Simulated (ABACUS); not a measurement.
**Ba2Tl5V3O12 in ABACUS: the effect of functional**

Ba2Tl5V3O12:

```xyz
22
Lattice="8.1542 0.0000 0.0000 -4.0771 7.0618 0.0000 0.0000 0.0000 6.9213" Properties=species:S:1:pos:R:3 pbc="T T T"
Tl    4.0771    0.0000    3.4606
Tl   -2.0386    3.5309    3.4606
Tl    2.0386    3.5309    3.4606
Tl    0.0000    4.7079    1.5565
Tl    4.0771    2.3539    5.3648
Ba    0.0000    0.0000    1.6301
Ba    0.0000    0.0000    5.2912
V     4.0771    0.0000    0.0000
V    -2.0386    3.5309    0.0000
V     2.0386    3.5309    0.0000
O     1.3636    2.4246    5.6370
O     1.2955    7.0304    5.6370
O    -2.6592    4.6685    5.6370
O     1.4179    2.3932    1.2843
O     5.4407    4.6372    1.2843
O     5.3726    0.0314    1.2843
O     2.7135    4.6372    1.2843
O     2.7816    0.0314    1.2843
O     6.7363    2.3932    1.2843
O     2.6592    4.6685    5.6370
O    -1.3636    2.4246    5.6370
O    -1.2955    7.0304    5.6370
```

The cell was built by a generator and needn't be a form met in nature.

Alike in all runs:

```yaml
Program: ABACUS 3.10.1
Task: single point
Potentials_or_basis: SG15 ONCV 1.2 PBE
Cutoff: 1361 eV
Density_cutoff: 5442 eV
Basis: DZP LCAO (the cutoffs set its grid)
k_mesh: 3 × 3 × 3
Occupations: fermi-dirac, width 0.05 eV
Spin: collinear spin, ferromagnetic start
Starting_moments: "[0.0, 0.0, 0.0, 0.0, 0.0, 0.0, 0.0, 2.0, 2.0, 2.0, 0.0, 0.0, 0.0, 0.0, 0.0, 0.0, 0.0, 0.0, 0.0, 0.0, 0.0, 0.0] μB"
```

```csv
functional,pressure (GPa),largest force (eV/Å)
LDA,?,?
PBEsol,-1.8,0.12
RPBE,4.7,0.27
WC,-11.1,0.46
r2SCAN,-1.5,0.26
```

Task: What does the run with functional LDA give?

Result: Pressure -4.5 GPa; largest force 0.19 eV/Å.

Caveats: the atomic orbitals were generated for these runs and aren't a published set; the potentials were made for another functional, which shifts forces and pressure; the basis of atomic orbitals isn't converged, which shifts pressures, moduli and gaps.

Runs at the PBE level aren't shown here.
